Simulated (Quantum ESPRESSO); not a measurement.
# Ga3Sb under changes of volume

One of the cells (22.186 Å³/atom); the others are scaled copies at fixed shape and fractional positions:

```
CELL_PARAMETERS angstrom
-2.15880 2.15880 4.76048
2.15880 -2.15880 4.76048
2.15880 2.15880 -4.76048
ATOMIC_POSITIONS crystal
Sb 0.00000 0.00000 0.00000
Ga 0.50000 0.50000 0.00000
Ga 0.25000 0.75000 0.50000
Ga 0.75000 0.25000 0.50000
```

The cell comes from a database or a generator and needn't be the stable form of this composition.

```yaml
Program: Quantum ESPRESSO 7.5
Functional: LDA
Potentials_or_basis: GBRV 1.5 LDA
Cutoff: 762 eV
Density_cutoff: 6095 eV
k_mesh: 6 × 6 × 6
Occupations: fermi-dirac, width 0.05 eV
Spin: no spin polarisation
```

```tsv
volume (Å³/atom)	energy over the lowest point (meV/atom)	pressure (GPa)
20.855	0.00	-1.7
21.298	6.10	-2.8
21.742	14.94	-3.7
22.186	?	?
22.630	39.57	-5.2
23.073	54.79	-5.9
23.517	71.62	-6.4
```

Problem. What does the run at 22.186 Å³/atom give?

Solution. Energy over the lowest point 26.20 meV/atom; pressure -4.6 GPa.

Worked out: A Birch-Murnaghan fit of order 3 (a polynomial in V^(-2/3)) to the other rows has its minimum at 20.26 Å³/atom, just outside them, with B0 = V·E''(V) = 61 GPa and B' = 4.9 at fixed shape and positions, which overstates the stiffness. It gives 26.20 meV/atom at 22.186 Å³/atom, against the run's 26.20, and -dE/dV = -4.5 GPa, against -4.6.

Energies are extrapolated to zero smearing.
